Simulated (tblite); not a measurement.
# C6H8FNSi2: the cost of one run

Computed with tblite 0.8.0 and PySCF 2.14.0, with density-fitted response routines of our own, on a single molecule in the gas phase. Atoms count from 0, in the outputs and in this text.

## Step 1: The molecule as given

18 atoms, charge 0, multiplicity 1; geometry from: force field or distance geometry start.

Bonds of the start (Å): C0–C1 1.47, C1–C2 1.20, C2–Si3 1.88, Si3–C4 1.89, C4–N5 1.15, Si3–C6 1.91, C6–Si7 1.88, Si7–F8 1.60, Si7–C9 1.88, C9–Si3 1.92, C0–H10 1.10, C0–H11 1.09, C0–H12 1.10, C6–H13 1.09, C6–H14 1.08, Si7–H15 1.48, C9–H16 1.09, C9–H17 1.09.

## Step 2: Relaxing the molecule with GFN2-xTB

The job: settings as JSON, then the geometry in Å.

```
{"job": {"kind": "relax", "xc": "GFN2-xTB", "basis": "xTB"}, "charge": 0, "multiplicity": 1}
C      3.534400     1.782100    -0.049000
C      2.294400     1.000100     0.069200
C      1.304600     0.341100     0.189100
Si    -0.277100    -0.660300     0.340700
C     -0.047600    -2.254700     1.331600
N      0.090500    -3.235400     1.925200
C     -1.163900    -0.877300    -1.340400
Si    -2.747300    -0.550100    -0.373500
F     -3.302400    -1.913800     0.256600
C     -1.767000     0.408600     0.906500
H      3.290000     2.836000    -0.235000
H      4.134200     1.417800    -0.877100
H      4.118300     1.726000     0.876500
H     -0.903100    -0.104700    -2.062800
H     -1.069700    -1.863300    -1.779500
H     -3.798400     0.213000    -1.085900
H     -2.060500     0.277500     1.946000
H     -1.638000     1.463800     0.670000
```

Launch:

```
OMP_NUM_THREADS=1 python probes_run.py task.json out
```

The driver reads the jobs from task.json and runs them one after another.

Q: Estimate the wall time and peak memory of this first job on 1 thread of Arm Neoverse V1, shared host.

About 1 s, with a peak of 0.18 GiB.
